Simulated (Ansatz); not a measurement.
# F6S: the cost of one run

Program: Ansatz 0.2.0. Level of theory: DFT unrestricted wB97X-V, Gaussian basis def2-TZVPD, and further levels as typed in the inputs. These are calculated values, not measurements.

### Step 1. Starting point

Bond lengths: S1–F2 1.691 Å, S1–F3 1.691 Å, S1–F4 1.691 Å, S1–F5 1.691 Å, S1–F6 1.900 Å, S1–F7 1.680 Å. Angles (14 of 15 angles, heavy atoms first): F2–S1–F3 176.6°, F2–S1–F4 89.9°, F2–S1–F5 89.9°, F2–S1–F6 91.7°, F2–S1–F7 88.3°, F3–S1–F4 89.9°, F3–S1–F5 89.9°, F3–S1–F6 91.7°, F3–S1–F7 88.3°, F4–S1–F5 176.6°, F4–S1–F6 91.7°, F4–S1–F7 88.3°, F5–S1–F6 91.7°, F5–S1–F7 88.3°.

Coordinates:

```xyz
7

S     0.0000    0.0000    0.0500
F     1.6900    0.0000    0.0000
F    -1.6900    0.0000    0.0000
F     0.0000    1.6900    0.0000
F     0.0000   -1.6900    0.0000
F     0.0000    0.0000    1.9500
F     0.0000    0.0000   -1.6300
```

### Step 2. Relaxing the atoms: F6S, charge -1

Contents of input.yaml:

```yaml
relax:
  f_tol: 0.001
  max_steps: 200
crystal:
  periodic: [false, false, false]
  atoms:
    - { symbol: S, position_ang: [0.0, 0.0, 0.05] }
    - { symbol: F, position_ang: [1.69, 0.0, 0.0] }
    - { symbol: F, position_ang: [-1.69, 0.0, 0.0] }
    - { symbol: F, position_ang: [0.0, 1.69, 0.0] }
    - { symbol: F, position_ang: [0.0, -1.69, 0.0] }
    - { symbol: F, position_ang: [0.0, 0.0, 1.95] }
    - { symbol: F, position_ang: [0.0, 0.0, -1.63] }
magnetization:
  spin_polarized: true
  initial_magnetization: 1
total_charge: -1
basis:
  gaussian: { orbitals: def2-TZVPD }
hamiltonian:
  xc: { name: wB97X-V }
```

Started as:

```sh
$ ansatz run input.yaml --threads 4 --pin off --max-ram 15360MiB --backend cpu --events-out ev --progress --plain --runs-dir out
```

Q: Estimate wall time and peak memory on 4 threads of Arm Neoverse V2, shared host.

About 2.7 min, with a peak of 1.7 GiB.
